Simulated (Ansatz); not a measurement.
# Ge: a relaxation

Aim: relax the cell and atoms of Ge.

Method: DFT r2SCAN, scalar-relativistic, plane waves, PAW, in Ansatz 0.2.0.

1 further run of the same task is left out (set aside as unsound or not needed).

### Step 1. Starting point

The structure is cubic, space group Ia-3 (No. 206). The conventional cell has a = 6.968 Å, b = 6.968 Å, c = 6.968 Å, α = 90.00°, β = 90.00°, γ = 90.00°. Ge (site symmetry 3) has 4 Ge at 2.43 to 2.51 Å in its first shell of neighbours.

Structure file:

```
Ge
1.0
    -3.48417    3.48417    3.48417
     3.48417   -3.48417    3.48417
     3.48417    3.48417   -3.48417
Ge
8
Direct
  0.50000 0.00000 0.79890
  0.79890 0.50000 0.00000
  0.00000 0.79890 0.50000
  0.70110 0.70110 0.70110
  0.50000 0.00000 0.20110
  0.20110 0.50000 0.00000
  0.00000 0.20110 0.50000
  0.29890 0.29890 0.29890
```

Source of the structure: the Materials Project (structure only).

(A quick probe on a coarse mesh, which set the mesh and smearing, is not shown.)

### Step 3. Full relaxation

Input file input.yaml:

```yaml
crystal:
  lattice:
    - [-3.48417028, 3.48417028, 3.48417028]
    - [3.48417028, -3.48417028, 3.48417028]
    - [3.48417028, 3.48417028, -3.48417028]
  atoms:
    - { symbol: Ge, position: [0.5, 0.0, 0.79889908] }
    - { symbol: Ge, position: [0.79889908, 0.5, 0.0] }
    - { symbol: Ge, position: [0.0, 0.79889908, 0.5] }
    - { symbol: Ge, position: [0.70110092, 0.70110092, 0.70110092] }
    - { symbol: Ge, position: [0.5, 0.0, 0.20110092] }
    - { symbol: Ge, position: [0.20110092, 0.5, 0.0] }
    - { symbol: Ge, position: [0.0, 0.20110092, 0.5] }
    - { symbol: Ge, position: [0.29889908, 0.29889908, 0.29889908] }
basis:
  ecutwfc: 500
kpoints:
  mp_grid: { grid: [8, 8, 8] }
hamiltonian:
  xc: r2scan
scf:
  occupations: { method: gaussian, width: 0.1 }
output:
  forces: true
  stress: true
  eigenvalues: true
  write_density: true
  write_potential: true
  elf: true
  volumetric_format: npy
relax:
  adjacent_minimum: "off"
  f_tol: 0.005
  max_steps: 80
  cell: { stress_tol: 0.05 }
```

Run with:

```
> ansatz run input.yaml --threads 2 --pin off --max-ram 5120MiB --backend cpu --events-out ev --progress --plain --runs-dir out
```

What does the calculation give? Wanted: relaxed cell; volume; gap on the mesh.

**Answer**, as computed:

| quantity | value |
| --- | --- |
| relaxed cell (conventional) | a = 6.968 Å, b = 6.968 Å, c = 6.968 Å, α = 90.00°, β = 90.00°, γ = 90.00° |
| space group (0.01 Å) | Ia-3 (No. 206) |
| volume | 21.15 Å³/atom |
| gap on the mesh | none (metal) |

What this shows: The volume hardly moved (+0.0 %).
